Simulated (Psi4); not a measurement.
# UHF/6-31G(d) (spherical functions, ints tolerance 1e-10, sweep point 5) run of SiF3 (SMILES F[Si](F)F)

Aim: the vertical ionisation energy of SiF3 at UHF/6-31G* (spherical functions, ints tolerance 1e-10, sweep point 5), from 2 runs. 

The results are computed with Psi4 1.11.

4 further runs of the same task are left out: 4 set aside as unsound or not needed.

### Step 1. The system as given

SiF3: 4 atoms, total charge 0, spin state doublet. As SMILES, `F[Si](F)F`. The shape is that of a PBE0-D4/def2-TZVP optimisation.

Bond lengths: F1–Si2 1.581 Å, Si2–F3 1.581 Å, Si2–F4 1.581 Å. Angles: F1–Si2–F3 107.9°, F1–Si2–F4 107.9°, F3–Si2–F4 107.9°.

### Step 2. A single-point energy at UHF/6-31G(d) (spherical functions, ints tolerance 1e-10, sweep point 5)

f3si.in

```
memory 1.6 GB

molecule m {
  0 2
  F      1.48315155    -0.95816673     2.17639758
  Si    -0.53432006     0.40262505     0.44272504
  F     -1.87887910    -1.68610813    -1.21762613
  F      0.93004761     2.24164982    -1.40149648
  units au
  symmetry c1
}

set reference uhf
set puream true
set scf_type direct
set ints_tolerance 1e-10
set maxiter 100

E, wfn = energy("scf/6-31G*", return_wfn=True)
print_variables()
```

Started as:

```
$ psi4 -i f3si.in -o f3si.out -n 1
```

f3si.out:

```text
[...]
  Running in c1 symmetry.
[...]
  Nuclear repulsion =  176.798451345898798
[...]
  Multiplicity = 2
[...]
  Nalpha       = 21
  Nbeta        = 20
[...]
    Number of basis functions: 60
[...]
   @DF-UHF iter   1:  -587.29046961467634   -9.36132e-01   7.82356e-03 ADIIS/DIIS
[...]
   @UHF iter  12:  -587.37507626927527   -5.98118e-09   3.88400e-07 DIIS
[...]
   @S^2 Observed:                7.519929198E-01
[...]
    Orbital Energies [Eh]
    ---------------------
    Alpha Occupied:
       1A    -68.910151     2A    -26.317738     3A    -26.317715
       4A    -26.317709     5A     -6.256502     6A     -4.366013
       7A     -4.360162     8A     -4.360162     9A     -1.639556
      10A     -1.611513    11A     -1.611487    12A     -0.830568
      13A     -0.749388    14A     -0.749366    15A     -0.726246
      16A     -0.696641    17A     -0.696629    18A     -0.667456
      19A     -0.667436    20A     -0.649757    21A     -0.418305
    Alpha Virtual:
      22A      0.165569    23A      0.165610    24A      0.214929
      25A      0.286831    26A      0.468634    27A      0.468691
[...]
  @UHF Final Energy:  -587.37507626927527
   => Energetics <=
    Nuclear Repulsion Energy =            176.7984513458987976
    One-Electron Energy =               -1171.1399465574290844
    Two-Electron Energy =                 406.9664189422550180
    Total Energy =                       -587.3750762692752687
  UHF NO Occupations:
  HONO-2 :   19  A 1.9998425
  HONO-1 :   20  A 1.9993994
[...]
 Multipole Moments:
 ------------------------------------------------------------------------------------
     Multipole            Electronic (a.u.)      Nuclear  (a.u.)        Total (a.u.)
 ------------------------------------------------------------------------------------
 L = 1.  Multiply by 2.5417464519 to convert [e a0] to [Debye]
 Dipole X            :         -0.0987191           -0.3567990           -0.4555181
 Dipole Y            :          0.0741917            0.2688580            0.3430497
 Dipole Z            :          0.0816550            0.2956353            0.3772902
 Magnitude           :                                                    0.6837600
[...]
```

Run time: 3.3 s. Hardware: 1 thread of Intel Xeon Platinum 8488C (Sapphire Rapids), shared host; peak memory 0.2 GiB.

### Step 3. The singlet cation, same level

calc.dat

```
memory 1600 mb

molecule molecule1 {
  1 1
  F      1.48315155    -0.95816673     2.17639758
  Si    -0.53432006     0.40262505     0.44272504
  F     -1.87887910    -1.68610813    -1.21762613
  F      0.93004761     2.24164982    -1.40149648
  units bohr
  symmetry c1
}

set puream true
set scf_type direct
set ints_tolerance 1e-10
set maxiter 60

result, w = energy("hf/6-31G*", return_wfn=True)
print_variables()
```

Started as:

```
$ psi4 -n 1 calc.dat calc.out
```

calc.out:

```text
[...]
  Running in c1 symmetry.
[...]
  Nuclear repulsion =  176.798451345898798
[...]
  Multiplicity = 1
[...]
  Nalpha       = 20
  Nbeta        = 20
[...]
    Number of basis functions: 60
[...]
   @DF-RHF iter   1:  -586.86075205410759   -5.06415e-01   8.56353e-03 ADIIS/DIIS
[...]
   @RHF iter  11:  -586.98333505817652   -1.15135e-08   5.21592e-07 DIIS
[...]
    Orbital Energies [Eh]
    ---------------------
    Doubly Occupied:
       1A    -69.306247     2A    -26.613352     3A    -26.613322
       4A    -26.613315     5A     -6.637268     6A     -4.747309
       7A     -4.744343     8A     -4.744342     9A     -1.915114
      10A     -1.885638    11A     -1.885608    12A     -1.094066
      13A     -1.014672    14A     -1.014652    15A     -0.987202
      16A     -0.958388    17A     -0.958379    18A     -0.941155
      19A     -0.941128    20A     -0.926060
[...]
  @RHF Final Energy:  -586.98333505817652
   => Energetics <=
    Nuclear Repulsion Energy =            176.7984513458987976
    One-Electron Energy =               -1158.4804675045543263
    Two-Electron Energy =                 394.6986811004790070
    Total Energy =                       -586.9833350581765217
[...]
 Multipole Moments:
 ------------------------------------------------------------------------------------
     Multipole            Electronic (a.u.)      Nuclear  (a.u.)        Total (a.u.)
 ------------------------------------------------------------------------------------
 L = 1.  Multiply by 2.5417464519 to convert [e a0] to [Debye]
 Dipole X            :         -0.9861349           -0.3567990           -1.3429339
 Dipole Y            :          0.7430270            0.2688580            1.0118850
 Dipole Z            :          0.8170501            0.2956353            1.1126853
 Magnitude           :                                                    2.0162964
[...]
```

Wall time 3.6 s (1 thread of Intel Xeon Platinum 8488C (Sapphire Rapids), shared host); peak memory 0.19 GiB.

### Step 4. Summary of results

Level: UHF/6-31G* (spherical functions, ints tolerance 1e-10, sweep point 5).

| quantity | value |
| --- | --- |
| doublet SiF3: total energy | -587.37508 Eh |
| doublet SiF3: dipole moment | 1.74 D |
| doublet SiF3: HOMO energy (highest over α and β) | -11.38 eV |
| doublet SiF3: LUMO energy (lowest over α and β) | 0.75 eV |
| doublet SiF3: ⟨S²⟩ | 0.752 |
| singlet cation: total energy | -586.98334 Eh |
| singlet cation: HOMO energy | -25.20 eV |
| singlet cation: LUMO energy | -9.88 eV |
| singlet cation: HOMO–LUMO gap | 15.32 eV |
| vertical ionisation energy (to the singlet cation) | 10.660 eV |

In words: Removing an electron at fixed nuclei costs 10.66 eV (246 kcal/mol). Only the singlet of the ionised species was computed; a triplet could lie lower.
